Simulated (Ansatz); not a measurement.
# ZnSb2C: how the settings move a single-point run

Question: which choices in the input matter for ZnSb2C? The cell is built on a prototype (ordering on zincblende) and needn't be the phase found in nature.

Program: Ansatz 0.2.0. Level of theory: reference: DFT, PBEsol, plane waves, PAW. These are calculated values, not measurements.

1 further run of the same task is left out (it didn't finish).

### 1 The starting structure

It takes space group P-4m2 (No. 115, tetragonal). The conventional cell has a = 3.827 Å, b = 3.827 Å, c = 5.971 Å, α = 90.00°, β = 90.00°, γ = 90.00°. Zn (site symmetry -4m2) has 4 Sb at 2.58 Å as nearest neighbours. Around Sb (site symmetry 2mm) lie 2 C at 2.28 Å and 2 Zn at 2.58 Å. Around C (site symmetry -4m2) lie 4 Sb at 2.28 Å.

As a file:

```cif
data_structure
_symmetry_space_group_name_H-M 'P 1'
_symmetry_Int_Tables_number 1
_cell_length_a 3.8274
_cell_length_b 3.8274
_cell_length_c 5.9709
_cell_angle_alpha 90.000
_cell_angle_beta 90.000
_cell_angle_gamma 90.000
_cell_volume 87.47
loop_
_atom_site_label
_atom_site_type_symbol
_atom_site_fract_x
_atom_site_fract_y
_atom_site_fract_z
_atom_site_occupancy
Zn1 Zn 0.00000 0.00000 0.00000 1
Sb1 Sb 0.00000 0.50000 0.29097 1
C1 C 0.50000 0.50000 0.50000 1
Sb2 Sb 0.50000 0.00000 0.70903 1
```

### 2 Baseline

input.yaml

```yaml
crystal:
  lattice:
    - [3.8273790815, 0.0, 0.0]
    - [0.0, 3.8273790815, 0.0]
    - [0.0, 0.0, 5.9708967051]
  atoms:
    - { symbol: Zn, position: [0.0, 0.0, 0.0] }
    - { symbol: Sb, position: [0.0, 0.5, 0.2909733445] }
    - { symbol: C, position: [0.5, 0.5, 0.5] }
    - { symbol: Sb, position: [0.5, 0.0, 0.7090266555] }
kpoints:
  mp_grid: { grid: [4, 4, 4] }
hamiltonian:
  xc: pbesol
scf:
  occupations: { method: fermi_dirac, width: 0.02 }
  n_extra_bands: 5
output:
  forces: true
  stress: true
  eigenvalues: true
  write_density: true
  write_potential: true
  elf: true
  volumetric_format: npy
```

Launch:

```
$ ansatz run input.yaml --threads 4 --pin off --max-ram 3686MiB --backend cpu --events-out ev --progress --plain --runs-dir out
```

What it wrote, shortened:

```text
Warning: RAYON_NUM_THREADS=4 ignored (pool sized by the plan → 4); use --threads N
scf.n_extra_bands = 5 over 23 filled bands (N_el = 46.0): the run solves 28 bands
[...]
Pseudopotentials: kind: paw
Pseudopotential: Zn, paw, valence charge 12, recommended cutoff 420 eV (normal), Zn.paw.azcp
Pseudopotential: Sb, paw, valence charge 15, recommended cutoff 420 eV (normal), Sb.paw.azcp
Pseudopotential: C, paw, valence charge 4, recommended cutoff 420 eV (normal), C.paw.azcp
Functional definition: PBEsol
[...]
Crystal: 4 atoms, lattice volume = 87.467 Å³
Basis set: ecut = 420 eV, 1731 PW (Γ), exchange–correlation on 54×54×80 points (8 copies of the dense FFT grid, shifted against one another)
Bands: 28, of which v1, the nominal top of the filled ones, is band 23 counted from 1 (22 counted from 0)
Symmetry: 8 space group operations
Space group: P-4m2 (ITA 115), of the structure as read, at distance tolerance 4.4e-5 Å
k-points: 18 of 64 (time reversal used)
[...]
SCF iter   1: F=—  HF=-16340.816563 eV  |F-HF|=—  |Δ(HF+E_count)|=         —  Δρ=8.08e-3  dr2=6.02e-2  ethr=1.77e-3  ⟨swp⟩=6.6  Hψ=2353  notcnv=0
[...]
SCF iter   7: F=-16340.797177 eV  HF=-16340.797176 eV  |F-HF|=1.99e-8  |Δ(HF+E_count)|=   7.14e-7  Δρ=7.67e-6  dr2=5.35e-8  ethr=2.17e-10  ⟨swp⟩=9.4  Hψ=3590  notcnv=0
[...]
SCF converged after 7 iterations
Free energy (F): -16340.797177 eV
[...]
E sigma→0 (E₀):  -16340.795864 eV
Entropy (-TS):   -0.002624 eV (-0.656 meV/atom)
Fermi energy:    9.687412 eV
[...]
--- Forces (eV/Å), atoms counted from 1 ---
  atom   1  Zn    -0.00000000     0.00000000     0.00000000
  atom   2  Sb    -0.00000000     0.00000000     0.55540450
  atom   3  C      0.00000000    -0.00000000    -0.00000000
  atom   4  Sb    -0.00000000     0.00000000    -0.55540450
[...]
--- Stress (GPa, compression-positive) ---
       -1.366925       0.000000      -0.000000
        0.000000      -1.366925      -0.000000
       -0.000000      -0.000000      -0.631288
  P = ⅓ Tr σ = -1.1217 GPa (-11.217 kbar)
--- Band table (eV; the first three rows and the last of 18) ---
  k-point 0: bands = ["-19.9960", "-19.9846", "-19.9555", "-19.9555", "-19.9522", "-19.9417", "-19.9170", "-19.9170", "-19.9049", "-19.8984", "-4.4553", "-0.5981", "1.0720", "1.5841", "1.5841", "1.6590", "1.7080", "1.7392", "5.4967", "5.4967", "7.7053", "8.5623", "10.1329", "10.3518", [...]
[...]
```

Wall time 3.1 s (4 threads of Arm Neoverse N1, shared host); peak memory 0.38 GiB.

### 3 Variant: mp_grid.grid [3, 3, 3]

input.yaml, as its differences from that of step 2:

```diff
@@ -11,3 +11,3 @@
 kpoints:
-  mp_grid: { grid: [4, 4, 4] }
+  mp_grid: { grid: [3, 3, 3] }
 hamiltonian:
@@ -21,5 +21 @@
   eigenvalues: true
-  write_density: true
-  write_potential: true
-  elf: true
-  volumetric_format: npy
```

Launch:

```
$ ansatz run input.yaml --threads 4 --pin off --max-ram 3686MiB --backend cpu --events-out ev --progress --plain --runs-dir out
```

What it wrote, shortened:

```text
Warning: RAYON_NUM_THREADS=4 ignored (pool sized by the plan → 4); use --threads N
scf.n_extra_bands = 5 over 23 filled bands (N_el = 46.0): the run solves 28 bands
[...]
[... 5 set-up lines as earlier in the session ...]
[...]
Crystal: 4 atoms, lattice volume = 87.467 Å³
Basis set: ecut = 420 eV, 1731 PW (Γ), exchange–correlation on 54×54×80 points (8 copies of the dense FFT grid, shifted against one another)
Bands: 28, of which v1, the nominal top of the filled ones, is band 23 counted from 1 (22 counted from 0)
[... 2 set-up lines as earlier in the session ...]
[...]
SCF iter   1: F=—  HF=-16340.744622 eV  |F-HF|=—  |Δ(HF+E_count)|=         —  Δρ=9.98e-3  dr2=1.43e-1  ethr=1.77e-3  ⟨swp⟩=6.3  Hψ=778  notcnv=0
[...]
SCF iter   8: F=-16340.701928 eV  HF=-16340.701928 eV  |F-HF|=8.46e-9  |Δ(HF+E_count)|=   2.33e-7  Δρ=7.38e-6  dr2=4.85e-8  ethr=2.17e-10  ⟨swp⟩=5.0  Hψ=748  notcnv=0
[...]
SCF converged after 8 iterations
Free energy (F): -16340.701928 eV
[...]
E sigma→0 (E₀):  -16340.699967 eV
Entropy (-TS):   -0.003921 eV (-0.980 meV/atom)
Fermi energy:    9.528049 eV
[...]
--- Forces (eV/Å), atoms counted from 1 ---
  atom   1  Zn    -0.00000000    -0.00000000     0.00000000
  atom   2  Sb    -0.00000000     0.00000000     0.93514353
  atom   3  C      0.00000000    -0.00000000    -0.00000000
  atom   4  Sb    -0.00000000     0.00000000    -0.93514353
[...]
--- Stress (GPa, compression-positive) ---
       -1.021105       0.000000      -0.000000
        0.000000      -1.021105      -0.000000
       -0.000000      -0.000000       0.847413
  P = ⅓ Tr σ = -0.3983 GPa (-3.983 kbar)
--- Band table (eV; the first three rows and the last of 6) ---
[... band rows left out ...]
[...]
```

Run time: 1.4 s. Hardware: 4 threads of Arm Neoverse N1, shared host; peak memory 0.34 GiB.

Changing the k-point mesh moves the energy by +23.8 meV/atom, and the pressure goes from -1.1 to -0.4 GPa and the largest force goes from 0.56 to 0.94 eV/Å. The energy is not variational in the mesh, so the sign tells nothing.

### 4 Changed: mixing.beta 0.05

input.yaml, as its differences from that of step 2:

```diff
@@ -17,2 +17,4 @@
   n_extra_bands: 5
+  mixing: { beta: 0.05 }
+  max_iter: 62
 output:
@@ -21,5 +23 @@
   eigenvalues: true
-  write_density: true
-  write_potential: true
-  elf: true
-  volumetric_format: npy
```

Launch:

```
$ ansatz run input.yaml --threads 4 --pin off --max-ram 3686MiB --backend cpu --events-out ev --progress --plain --runs-dir out
```

What it wrote, shortened:

```text
Warning: RAYON_NUM_THREADS=4 ignored (pool sized by the plan → 4); use --threads N
scf.n_extra_bands = 5 over 23 filled bands (N_el = 46.0): the run solves 28 bands
[...]
[... 5 set-up lines as earlier in the session ...]
[...]
Crystal: 4 atoms, lattice volume = 87.467 Å³
Basis set: ecut = 420 eV, 1731 PW (Γ), exchange–correlation on 54×54×80 points (8 copies of the dense FFT grid, shifted against one another)
Bands: 28, of which v1, the nominal top of the filled ones, is band 23 counted from 1 (22 counted from 0)
[... 2 set-up lines as earlier in the session ...]
[...]
the search or the solves at the SCF's close seem to have found levels that the self-consistency loop had missed (the run counts 1). By its estimate they hold under 1e-12 electrons; where the run keeps them, the occupations were computed again with them
[...]
SCF converged after 9 iterations
Free energy (F): -16340.797177 eV
[...]
E sigma→0 (E₀):  -16340.795864 eV
Entropy (-TS):   -0.002624 eV (-0.656 meV/atom)
Fermi energy:    9.687374 eV
[...]
--- Forces (eV/Å), atoms counted from 1 ---
  atom   1  Zn    -0.00000000     0.00000000     0.00000000
  atom   2  Sb    -0.00000000     0.00000000     0.55541940
  atom   3  C      0.00000000    -0.00000000    -0.00000000
  atom   4  Sb    -0.00000000     0.00000000    -0.55541940
[...]
--- Stress (GPa, compression-positive) ---
       -1.367031       0.000000      -0.000000
        0.000000      -1.367031      -0.000000
       -0.000000      -0.000000      -0.631377
  P = ⅓ Tr σ = -1.1218 GPa (-11.218 kbar)
--- Band table (eV; the first three rows and the last of 18) ---
[... band rows left out ...]
[...]
```

Run time: 3 s. Hardware: 4 threads of Arm Neoverse N1, shared host; peak memory 0.38 GiB.

With the changed mixing the energy agrees within 0.5 meV/atom.

### 5 Variant: occupations.method cold, occupations.width 0.05

input.yaml, as its differences from that of step 2:

```diff
@@ -15,3 +15,3 @@
 scf:
-  occupations: { method: fermi_dirac, width: 0.02 }
+  occupations: { method: cold, width: 0.05 }
   n_extra_bands: 5
@@ -21,5 +21 @@
   eigenvalues: true
-  write_density: true
-  write_potential: true
-  elf: true
-  volumetric_format: npy
```

Launch:

```
$ ansatz run input.yaml --threads 4 --pin off --max-ram 3686MiB --backend cpu --events-out ev --progress --plain --runs-dir out
```

What it wrote, shortened:

```text
Warning: RAYON_NUM_THREADS=4 ignored (pool sized by the plan → 4); use --threads N
scf.n_extra_bands = 5 over 23 filled bands (N_el = 46.0): the run solves 28 bands
[...]
[... 5 set-up lines as earlier in the session ...]
[...]
Crystal: 4 atoms, lattice volume = 87.467 Å³
Basis set: ecut = 420 eV, 1731 PW (Γ), exchange–correlation on 54×54×80 points (8 copies of the dense FFT grid, shifted against one another)
Bands: 28, of which v1, the nominal top of the filled ones, is band 23 counted from 1 (22 counted from 0)
[... 2 set-up lines as earlier in the session ...]
[...]
Free energy (F): -16340.795685 eV
[...]
E sigma→0 (E₀):  -16340.795847 eV
Entropy (-TS):   0.000486 eV (0.122 meV/atom)
Fermi energy:    9.682807 eV
Step filling:    the computed levels leave a gap of 0.0653 eV = 1.3 smearing widths at the electron count; against every level under it full and every level over it empty, smearing changes F+E_penalty+E_count by +0.622 meV and its σ→0 estimate by +0.460 meV
[...]
--- Forces (eV/Å), atoms counted from 1 ---
  atom   1  Zn    -0.00000000     0.00000000     0.00000000
  atom   2  Sb    -0.00000000     0.00000000     0.54643370
  atom   3  C      0.00000000    -0.00000000    -0.00000000
  atom   4  Sb    -0.00000000     0.00000000    -0.54643370
[...]
--- Stress (GPa, compression-positive) ---
       -1.361901       0.000000      -0.000000
        0.000000      -1.361901      -0.000000
       -0.000000      -0.000000      -0.647925
  P = ⅓ Tr σ = -1.1239 GPa (-11.239 kbar)
--- Band table (eV; the first three rows and the last of 18) ---
[... band rows left out ...]
[...]
```

Run time: 2.4 s. Hardware: 4 threads of Arm Neoverse N1, shared host; peak memory 0.36 GiB.

Changing the smearing hardly moves the energy: 0.0 meV/atom.

### 6 Changing settings: xc_grid 3

input.yaml, as its differences from that of step 2:

```diff
@@ -21,5 +21,3 @@
   eigenvalues: true
-  write_density: true
-  write_potential: true
-  elf: true
-  volumetric_format: npy
+basis:
+  xc_grid: 3
```

Launch:

```
$ ansatz run input.yaml --threads 4 --pin off --max-ram 3686MiB --backend cpu --events-out ev --progress --plain --runs-dir out
```

What it wrote, shortened:

```text
Warning: RAYON_NUM_THREADS=4 ignored (pool sized by the plan → 4); use --threads N
scf.n_extra_bands = 5 over 23 filled bands (N_el = 46.0): the run solves 28 bands
[...]
[... 5 set-up lines as earlier in the session ...]
[...]
Crystal: 4 atoms, lattice volume = 87.467 Å³
Basis set: ecut = 420 eV, 1731 PW (Γ), exchange–correlation on 81×81×120 points (27 copies of the dense FFT grid, shifted against one another)
Bands: 28, of which v1, the nominal top of the filled ones, is band 23 counted from 1 (22 counted from 0)
[... 2 set-up lines as earlier in the session ...]
[...]
SCF iter   1: F=—  HF=-16340.816580 eV  |F-HF|=—  |Δ(HF+E_count)|=         —  Δρ=8.08e-3  dr2=6.02e-2  ethr=1.77e-3  ⟨swp⟩=6.6  Hψ=2353  notcnv=0
[...]
SCF iter   7: F=-16340.797179 eV  HF=-16340.797179 eV  |F-HF|=1.97e-8  |Δ(HF+E_count)|=   7.16e-7  Δρ=7.65e-6  dr2=5.33e-8  ethr=2.17e-10  ⟨swp⟩=6.1  Hψ=2313  notcnv=0
[...]
SCF converged after 7 iterations
Free energy (F): -16340.797179 eV
[...]
E sigma→0 (E₀):  -16340.795867 eV
Entropy (-TS):   -0.002624 eV (-0.656 meV/atom)
Fermi energy:    9.687412 eV
[...]
--- Forces (eV/Å), atoms counted from 1 ---
  atom   1  Zn    -0.00000000     0.00000000     0.00000000
  atom   2  Sb    -0.00000000     0.00000000     0.55540455
  atom   3  C      0.00000000    -0.00000000    -0.00000000
  atom   4  Sb    -0.00000000     0.00000000    -0.55540455
[...]
--- Stress (GPa, compression-positive) ---
       -1.366917       0.000000      -0.000000
        0.000000      -1.366917      -0.000000
       -0.000000      -0.000000      -0.631284
  P = ⅓ Tr σ = -1.1217 GPa (-11.217 kbar)
--- Band table (eV; the first three rows and the last of 18) ---
[... band rows left out ...]
[...]
```

It took 2.4 s on 4 threads of Arm Neoverse N1, shared host; peak memory 0.38 GiB.

Changing the numerical grids hardly moves the energy: 0.0 meV/atom.

### 7 Changed: symmetry.detect false

input.yaml, as its differences from that of step 2:

```diff
@@ -10,2 +10,3 @@
     - { symbol: Sb, position: [0.5, 0.0, 0.7090266555] }
+  symmetry: { detect: false }
 kpoints:
@@ -21,5 +22 @@
   eigenvalues: true
-  write_density: true
-  write_potential: true
-  elf: true
-  volumetric_format: npy
```

Launch:

```
$ ansatz run input.yaml --threads 4 --pin off --max-ram 3686MiB --backend cpu --events-out ev --progress --plain --runs-dir out
```

What it wrote, shortened:

```text
Warning: RAYON_NUM_THREADS=4 ignored (pool sized by the plan → 4); use --threads N
scf.n_extra_bands = 5 over 23 filled bands (N_el = 46.0): the run solves 28 bands
[...]
[... 5 set-up lines as earlier in the session ...]
[...]
Crystal: 4 atoms, lattice volume = 87.467 Å³
Basis set: ecut = 420 eV, 1731 PW (Γ), exchange–correlation on 54×54×80 points (8 copies of the dense FFT grid, shifted against one another)
Bands: 28, of which v1, the nominal top of the filled ones, is band 23 counted from 1 (22 counted from 0)
Symmetry: 1 space group operations
k-points: 36 of 64 (time reversal used)
[...]
SCF iter   1: F=—  HF=-16340.816607 eV  |F-HF|=—  |Δ(HF+E_count)|=         —  Δρ=8.08e-3  dr2=6.02e-2  ethr=1.77e-3  ⟨swp⟩=6.6  Hψ=4722  notcnv=0
[...]
SCF iter   7: F=-16340.797177 eV  HF=-16340.797176 eV  |F-HF|=2.01e-8  |Δ(HF+E_count)|=   7.13e-7  Δρ=7.69e-6  dr2=5.35e-8  ethr=2.17e-10  ⟨swp⟩=6.1  Hψ=4656  notcnv=0
[...]
SCF converged after 7 iterations
Free energy (F): -16340.797177 eV
[...]
E sigma→0 (E₀):  -16340.795864 eV
Entropy (-TS):   -0.002624 eV (-0.656 meV/atom)
Fermi energy:    9.687412 eV
[...]
--- Forces (eV/Å), atoms counted from 1 ---
  atom   1  Zn     0.00000009     0.00000004    -0.00000052
  atom   2  Sb     0.00000004    -0.00000001     0.55540598
  atom   3  C     -0.00000021    -0.00000004     0.00000067
  atom   4  Sb    -0.00000005     0.00000004    -0.55540611
[...]
--- Stress (GPa, compression-positive) ---
       -1.366924       0.000000       0.000000
        0.000000      -1.366920       0.000000
        0.000000       0.000000      -0.631289
  P = ⅓ Tr σ = -1.1217 GPa (-11.217 kbar)
--- Band table (eV; the first three rows and the last of 36) ---
[... band rows left out ...]
[...]
```

Run time: 4.2 s. Hardware: 4 threads of Arm Neoverse N1, shared host; peak memory 0.39 GiB.

Energy and cycle count are those of the reference, so the change (use of symmetry) left the result and the number of cycles as they were.

### 8 Changed: occupations.method gaussian, occupations.width 0.2

input.yaml, as its differences from that of step 2:

```diff
@@ -15,3 +15,3 @@
 scf:
-  occupations: { method: fermi_dirac, width: 0.02 }
+  occupations: { method: gaussian, width: 0.2 }
   n_extra_bands: 5
@@ -21,5 +21 @@
   eigenvalues: true
-  write_density: true
-  write_potential: true
-  elf: true
-  volumetric_format: npy
```

Launch:

```
$ ansatz run input.yaml --threads 4 --pin off --max-ram 3686MiB --backend cpu --events-out ev --progress --plain --runs-dir out
```

What it wrote, shortened:

```text
Warning: RAYON_NUM_THREADS=4 ignored (pool sized by the plan → 4); use --threads N
scf.n_extra_bands = 5 over 23 filled bands (N_el = 46.0): the run solves 28 bands
[...]
[... 5 set-up lines as earlier in the session ...]
[...]
Crystal: 4 atoms, lattice volume = 87.467 Å³
Basis set: ecut = 420 eV, 1731 PW (Γ), exchange–correlation on 54×54×80 points (8 copies of the dense FFT grid, shifted against one another)
Bands: 28, of which v1, the nominal top of the filled ones, is band 23 counted from 1 (22 counted from 0)
[... 2 set-up lines as earlier in the session ...]
[...]
SCF iter   1: F=—  HF=-16340.835909 eV  |F-HF|=—  |Δ(HF+E_count)|=         —  Δρ=8.08e-3  dr2=6.17e-2  ethr=1.77e-3  ⟨swp⟩=5.7  Hψ=2188  notcnv=0
[...]
SCF iter   7: F=-16340.816356 eV  HF=-16340.816356 eV  |F-HF|=1.41e-8  |Δ(HF+E_count)|=   3.60e-8  Δρ=9.50e-6  dr2=4.60e-8  ethr=2.17e-10  ⟨swp⟩=5.0  Hψ=2456  notcnv=0
[...]
SCF converged after 7 iterations
Free energy (F): -16340.816356 eV
[...]
E sigma→0 (E₀):  -16340.798046 eV
Entropy (-TS):   -0.036620 eV (-9.155 meV/atom)
Fermi energy:    9.654951 eV
[...]
--- Forces (eV/Å), atoms counted from 1 ---
  atom   1  Zn    -0.00000000     0.00000000     0.00000000
  atom   2  Sb    -0.00000000     0.00000000     0.53469753
  atom   3  C      0.00000000    -0.00000000    -0.00000000
  atom   4  Sb    -0.00000000     0.00000000    -0.53469753
[...]
--- Stress (GPa, compression-positive) ---
       -1.284153       0.000000      -0.000000
        0.000000      -1.284153      -0.000000
       -0.000000      -0.000000      -0.919505
  P = ⅓ Tr σ = -1.1626 GPa (-11.626 kbar)
--- Band table (eV; the first three rows and the last of 18) ---
[... band rows left out ...]
[...]
```

It took 2.4 s on 4 threads of Arm Neoverse N1, shared host; peak memory 0.36 GiB.

Changing the smearing moves the energy by -0.5 meV/atom (σ→0 values), and the largest force goes from 0.56 to 0.53 eV/Å.

### 9 All runs together

| run | ending | energy change | pressure (GPa) | gap (eV) | force (eV/Å) | cycles | time |
| --- | --- | --- | --- | --- | --- | --- | --- |
| reference | converged | 0 | -1.1 | 0.00 | 0.56 | 7 | 3.1 s |
| 1: mp_grid.grid [3, 3, 3] | converged | +23.8 meV/atom | -0.4 | 0.00 | 0.94 | 8 | 1.4 s |
| 2: mixing.beta 0.05 | converged | 0.0 meV/atom | -1.1 | 0.00 | 0.56 | 9 | 3 s |
| 3: occupations.method cold, occupations.width 0.05 | converged | 0.0 meV/atom (σ→0) | -1.1 | 0.00 | 0.55 | 8 | 2.4 s |
| 4: xc_grid 3 | converged | 0.0 meV/atom | -1.1 | 0.00 | 0.56 | 7 | 2.4 s |
| 5: symmetry.detect false | converged | 0.0 meV/atom | -1.1 | 0.00 | 0.56 | 7 | 4.2 s |
| 6: occupations.method gaussian, occupations.width 0.2 | converged | -0.5 meV/atom (σ→0) | -1.2 | 0.00 | 0.53 | 7 | 2.4 s |

Times don't compare one to one where runs were asked for different outputs or read a saved state (see the inputs); cycles may leave out searches for a lower state.

Residual by cycle in the longest SCF loop of each run; runs are numbered as in the table. The quantity is the density residual dr2, in eV.

| cycle | reference | run 1 | run 2 | run 3 | run 4 | run 5 | run 6 |
| --- | --- | --- | --- | --- | --- | --- | --- |
| 1 | 0.0602 | 0.143 | 0.0602 | 0.0603 | 0.0602 | 0.0602 | 0.0617 |
| 2 | 0.0156 | 0.0654 | 0.0524 | 0.0122 | 0.0156 | 0.0156 | 0.0233 |
| 3 | 0.00969 | 0.00446 | 0.0151 | 0.0108 | 0.00969 | 0.00969 | 0.00719 |
| 4 | 9.7e-4 | 8.2e-4 | 0.00673 | 0.00162 | 9.7e-4 | 9.7e-4 | 2.4e-4 |
| 5 | 7.0e-5 | 1.4e-4 | 6.8e-5 | 1.4e-4 | 7.0e-5 | 7.0e-5 | 2.4e-5 |
| 6 | 1.2e-6 | 9.7e-6 | 3.4e-5 | 4.1e-6 | 1.2e-6 | 1.2e-6 | 2.2e-6 |
| 7 | 5.4e-8 | 9.0e-7 | 4.8e-6 | 2.1e-7 | 5.3e-8 | 5.4e-8 | 4.6e-8 |
| 8 | - | 4.8e-8 | 1.6e-7 | 1.1e-8 | - | - | - |
| 9 | - | - | 1.5e-8 | - | - | - | - |

**Reading.** Of the variants the dearest is «symmetry.detect false» (4.2 s), the cheapest «mp_grid.grid [3, 3, 3]» (1.4 s), on a shared host.
